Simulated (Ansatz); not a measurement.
GdO:

```xyz
2
Lattice="3.1133 0.0000 0.0000 -1.5566 2.6962 0.0000 0.0000 0.0000 3.0384" Properties=species:S:1:pos:R:3 pbc="T T T"
Gd    0.0000    0.0000    0.0000
O     1.5566    0.8987    1.5192
```

The cell comes from a database or a generator and needn't be the stable form of this composition.

| Quantity | Value |
| --- | --- |
| Program | Ansatz 0.2.0 |
| Task | relaxation of cell and atoms |
| Functional | HSE03 |
| Potentials or basis | Ansatz PAW |
| Cutoff | 420 eV (not typed: the program's choice for these potentials) |
| k mesh | 5 × 5 × 5 |
| Occupations | fermi-dirac, width 0.05 eV |
| Spin | collinear spin, ferromagnetic start |
| Starting moments | [7.0, 0.0] μB |

At the start: volume 12.75 Å³/atom.

Q: How do energy, volume and symmetry change on relaxing?

A: It ends after 10 steps and the volume is 15.29 Å³/atom (+19.9 %); space group P-6m2 (No. 187, to 0.05 Å); moment 7.98 μB per cell.

The path:
```csv
step,energy change (eV),largest force (eV/Å),volume (Å³)
1,0.0000,0.0000,25.50
2,-0.3935,0.0000,29.13
3,-0.4071,0.0000,30.12
4,-0.4109,0.0000,30.36
5,-0.4121,0.0000,30.21
6,-0.4121,0.0000,30.22
7,-0.4418,0.0000,30.22
8,-0.4429,0.0000,30.53
9,-0.4428,0.0000,30.57
10,-0.4435,0.0000,30.57
```

Final structure:
```
Gd O
1.0
     3.31750    0.00000    0.00000
    -1.65875    2.87304    0.00000
     0.00000    0.00000    3.20776
Gd O
1 1
Direct
  0.00000 0.00000 0.00000
  0.66667 0.33333 0.50000
```

Caveat: the k mesh is coarse (spacing up to 0.47 Å⁻¹), so the values aren't converged, least of all with exact exchange; the magnetic or orbital state may not be the lowest; the electronic state changed during the relaxation; the volume moved by over 15 % at a fixed basis, so the end points are rough; the plane-wave basis is chosen anew once the cell has moved, so the energies of steps on either side of that aren't comparable; the pressure holds a Pulay correction of +0.3 GPa for the finite cutoff; a cell with one magnetic atom can't hold antiferromagnetic order, which such compounds often take; the PAW data sets come from PBE, with cores solved anew for the run's functional, which leaves a small shift of forces and pressure.
